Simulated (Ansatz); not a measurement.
# ZnHgO2: the cost of one run

Program: Ansatz 0.2.0. Level of theory: plane waves, PAW. These are calculated values, not measurements.

### 1 Starting point

It takes space group P-4m2 (No. 115, tetragonal). Conventional cell: a = 3.326 Å, b = 3.326 Å, c = 5.193 Å, α = 90.00°, β = 90.00°, γ = 90.00°. Zn (site symmetry -4m2) has 4 O at 1.97 Å as nearest neighbours. O (site symmetry 2mm) is surrounded by 2 Zn at 1.97 Å and 2 Hg at 2.27 Å. Hg (site symmetry -4m2) is surrounded by 4 O at 2.27 Å.

Structure file:

```cif
data_structure
_symmetry_space_group_name_H-M 'P 1'
_symmetry_Int_Tables_number 1
_cell_length_a 3.3264
_cell_length_b 3.3264
_cell_length_c 5.1931
_cell_angle_alpha 90.000
_cell_angle_beta 90.000
_cell_angle_gamma 90.000
_cell_volume 57.46
loop_
_atom_site_label
_atom_site_type_symbol
_atom_site_fract_x
_atom_site_fract_y
_atom_site_fract_z
_atom_site_occupancy
Zn1 Zn 0.00000 0.00000 0.00000 1
O1 O 0.00000 0.50000 0.20343 1
Hg1 Hg 0.50000 0.50000 0.50000 1
O2 O 0.50000 0.00000 0.79657 1
```

The cell was relaxed beforehand with r2SCAN; those runs aren't shown. No run includes spin-orbit coupling, which matters for Hg.

### 2 PBE, anion s p, 6×6×4

File input.yaml:

```yaml
crystal:
  lattice:
    - [3.3263897525, 0.0, 0.0]
    - [0.0, 3.3263897525, 0.0]
    - [0.0, 0.0, 5.1930705838]
  atoms:
    - { symbol: Zn, position: [0.0, 0.0, 0.0] }
    - { symbol: O, position: [0.0, 0.5, 0.203431922] }
    - { symbol: Hg, position: [0.5, 0.5, 0.5] }
    - { symbol: O, position: [0.5, 0.0, 0.796568078] }
kpoints:
  mp_grid: { grid: [6, 6, 4] }
  band_path:
    path:
      - [[0.0, 0.0, 0.0], [2.843750505997e-51, 0.5, 2.844234556649e-67], [0.5, 0.5, 1.884557086991e-33], [0.0, 0.0, 0.0], [-4.313340428388e-51, -8.84093940918e-84, 0.5], [-4.313340428388e-51, 0.5, 0.5], [0.5, 0.5, 0.5], [-4.313340428388e-51, -8.84093940918e-84, 0.5]]
      - [[2.843750505997e-51, 0.5, 2.844234556649e-67], [-4.313340428388e-51, 0.5, 0.5]]
      - [[0.5, 0.5, 1.884557086991e-33], [0.5, 0.5, 0.5]]
    npoints: 10
hamiltonian:
  xc: pbe
scf:
  occupations: { method: fermi_dirac, width: 0.02 }
  n_extra_bands: 6
output:
  forces: false
  stress: false
  eigenvalues: true
  wannier:
    kmesh: [6, 6, 4]
    projections: [{ species: O, l: s, shell: 2 }, { species: O, l: p, shell: 2 }]
    minimise: true
    write_hr: true
    conv_tol: 1.0e-08
    max_iter: 3000
  write_density: true
  write_potential: true
  elf: true
  volumetric_format: npy
```

Launch:

```bash
ansatz run input.yaml --threads 4 --pin off --max-ram 3686MiB --backend cpu --events-out ev --progress --plain --runs-dir out
```

Q: Estimate wall time and peak memory on 4 threads of AMD EPYC 9R45 (Zen 5), shared host.

About 1.9 s, with a peak of 0.45 GiB.
